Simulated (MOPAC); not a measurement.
# Si2H3SF (SMILES F[SiH]1[SiH2]S1): a first try and a second

Wanted: energy and gradient of Si2H3SF, PM6.

The calculation is run with MOPAC 23.2.5.

6 further runs of the same task are left out: 1 that didn't finish, 5 set aside as unsound or not needed.

## Step 1: The system as given

The species is Si2H3SF (7 atoms), meant as a singlet with charge 0. SMILES: `F[SiH]1[SiH2]S1`. The shape is that of a GFN2-xTB optimisation.

Bond lengths: F1–Si2 1.615 Å, Si2–Si3 2.265 Å, Si2–S4 2.204 Å, Si3–S4 2.192 Å, Si2–H5 1.443 Å, Si3–H6 1.456 Å, Si3–H7 1.454 Å. Some angles: F1–Si2–Si3 118.1°, F1–Si2–S4 112.4°, Si3–Si2–S4 58.7°, Si2–Si3–S4 59.3°, Si2–S4–Si3 62.0°, F1–Si2–H5 102.9°, Si3–Si2–H5 138.2°, S4–Si2–H5 113.8°, Si2–Si3–H6 122.9°, Si2–Si3–H7 120.6°.

## Step 2: The input as first written

File mol.mop:

```
PM6 1SCF ITRY=82 SINGLET BONDS GRADIENTS EPS=0.5 MULLIK THREADS=1 AUX(PRECISION=6)
FH3SSi2, PM6

F     -2.288330 1     0.321770 1     0.266780 1
Si    -0.877740 1     0.435680 1    -0.511260 1
Si     1.009020 1    -0.107190 1     0.618490 1
S      0.093870 1    -1.524420 1    -0.781590 1
H     -1.243090 1     1.079310 1    -1.750370 1
H      0.998570 1    -0.559100 1     2.002990 1
H      2.307690 1     0.353950 1     0.154960 1
```

Run with:

```sh
$ mopac mol.mop
```

mol.out:

```text
MOPAC v23.2.5
PM6 CALCULATION RESULTS
[...]
           Empirical Formula: H3 F Si2 S  =     7 atoms
      MOLECULAR POINT GROUP   :   C1
[...]
     SCF FIELD WAS ACHIEVED
[...]
          FINAL HEAT OF FORMATION =        -82.30543 KCAL/MOL =    -344.36591 KJ/MOL
          VAN DER WAALS AREA      =        132.57 SQUARE ANGSTROMS
          DIELECTRIC ENERGY       =          0.14979 EV
          GRADIENT NORM           =        111.73078          =       42.23027 PER ATOM
          IONIZATION POTENTIAL    =          8.266206 EV
          HOMO LUMO ENERGIES (EV) =         -8.266 -0.898
          NO. OF FILLED LEVELS    =         12
          MOLECULAR WEIGHT        =        110.2531         POINT GROUP:  C1
[...]
                             CARTESIAN COORDINATES
   1    F       -2.288330000     0.321770000     0.266780000
   2   Si       -0.877740000     0.435680000    -0.511260000
   3   Si        1.009020000    -0.107190000     0.618490000
   4    S        0.093870000    -1.524420000    -0.781590000
   5    H       -1.243090000     1.079310000    -1.750370000
   6    H        0.998570000    -0.559100000     2.002990000
   7    H        2.307690000     0.353950000     0.154960000
           Empirical Formula: H3 F Si2 S  =     7 atoms
      MOLECULAR POINT GROUP   :   C1
[...]
              NET ATOMIC CHARGES AND DIPOLE CONTRIBUTIONS
  ATOM NO.   TYPE          CHARGE      No. of ELECS.   s-Pop       p-Pop       d-Pop
    1          F          -0.343137        7.3431     1.93449     5.40865
    2         Si           0.574071        3.4259     1.18006     1.38543     0.86044
    3         Si           0.355383        3.6446     1.22730     1.83475     0.58256
    4          S          -0.518197        6.5182     1.92846     4.50299     0.08675
    5          H          -0.013890        1.0139     1.01389
    6          H          -0.022141        1.0221     1.02214
    7          H          -0.032090        1.0321     1.03209
 DIPOLE           X         Y         Z       TOTAL
 POINT-CHG.     2.461     4.215     1.032     4.989
 HYBRID        -0.805    -1.802    -0.276     1.993
 SUM            1.656     2.413     0.755     3.023
[...]
 * JOB ENDED NORMALLY *
[...]
```

It took 0.06 s on 1 thread of Arm Neoverse N1, shared host.

## Step 3: Diagnosis

The program ended normally, but the settings are unsound, so its numbers aren't properties of the molecule.

The fault: the dielectric constant is unphysical. In place of `PM6 1SCF ITRY=82 SINGLET BONDS GRADIENTS EPS=0.5 MULLIK THREADS=1 AUX(PRECISION=6)`, `mopac mol.mop` the sound input has `PM6 1SCF BONDS GRADIENTS DISP AUX(PRECISION=6) THREADS=1`, `mopac calc.mop`.

## Step 4: The mended input

File calc.mop:

```
PM6 1SCF BONDS GRADIENTS DISP AUX(PRECISION=6) THREADS=1
FH3SSi2, PM6

F     -2.288330 1     0.321770 1     0.266780 1
Si    -0.877740 1     0.435680 1    -0.511260 1
Si     1.009020 1    -0.107190 1     0.618490 1
S      0.093870 1    -1.524420 1    -0.781590 1
H     -1.243090 1     1.079310 1    -1.750370 1
H      0.998570 1    -0.559100 1     2.002990 1
H      2.307690 1     0.353950 1     0.154960 1
```

Run with:

```sh
$ mopac calc.mop
```

calc.out:

```text
MOPAC v23.2.5
PM6 CALCULATION RESULTS
[...]
           Empirical Formula: H3 F Si2 S  =     7 atoms
      MOLECULAR POINT GROUP   :   C1
[...]
     SCF FIELD WAS ACHIEVED
[...]
                              SUM =        -86.32872 KCAL/MOL = FINAL HEAT OF FORMATION
          TOTAL ENERGY            =       -834.11864 EV
          ELECTRONIC ENERGY       =      -1874.78841 EV
          CORE-CORE REPULSION     =       1040.66976 EV
          COSMO AREA              =        132.57 SQUARE ANGSTROMS
          COSMO VOLUME            =        129.64 CUBIC ANGSTROMS
          GRADIENT NORM           =        105.39956          =       39.83729 PER ATOM
          IONIZATION POTENTIAL    =          8.235888 EV
          HOMO LUMO ENERGIES (EV) =         -8.236 -0.755
          NO. OF FILLED LEVELS    =         12
          MOLECULAR WEIGHT        =        110.2531         POINT GROUP:  C1
[...]
                             CARTESIAN COORDINATES
   1    F       -2.288330000     0.321770000     0.266780000
   2   Si       -0.877740000     0.435680000    -0.511260000
   3   Si        1.009020000    -0.107190000     0.618490000
   4    S        0.093870000    -1.524420000    -0.781590000
   5    H       -1.243090000     1.079310000    -1.750370000
   6    H        0.998570000    -0.559100000     2.002990000
   7    H        2.307690000     0.353950000     0.154960000
           Empirical Formula: H3 F Si2 S  =     7 atoms
      MOLECULAR POINT GROUP   :   C1
[...]
              NET ATOMIC CHARGES AND DIPOLE CONTRIBUTIONS
  ATOM NO.   TYPE          CHARGE      No. of ELECS.   s-Pop       p-Pop       d-Pop
    1          F          -0.356896        7.3569     1.93416     5.42274
    2         Si           0.611126        3.3889     1.18399     1.36716     0.83773
    3         Si           0.415974        3.5840     1.22214     1.79441     0.56747
    4          S          -0.621222        6.6212     1.92855     4.60469     0.08798
    5          H          -0.008330        1.0083     1.00833
    6          H          -0.018884        1.0189     1.01888
    7          H          -0.021768        1.0218     1.02177
 DIPOLE           X         Y         Z       TOTAL
 POINT-CHG.     2.800     5.032     1.482     5.946
 HYBRID        -0.920    -2.006    -0.423     2.247
 SUM            1.880     3.026     1.059     3.717
[...]
 * JOB ENDED NORMALLY *
[...]
```

Run time: 0.04 s. Hardware: 1 thread of Arm Neoverse N1, shared host.

## Step 5: Summary of results

Level: PM6.

```
                                 quantity           value
                             total energy    -30.65329 Eh
                            dipole moment          3.72 D
                              HOMO energy        -8.24 eV
                              LUMO energy        -0.76 eV
                            HOMO–LUMO gap         7.48 eV
heat of formation at this unrelaxed shape  -86.3 kcal/mol
                 largest force on an atom      3.181 eV/Å
```

In words: The first attempt's energy was +0.174 eV off this one. The largest force is 3.18 eV/Å: the shape isn't a stationary point for this species at this level.
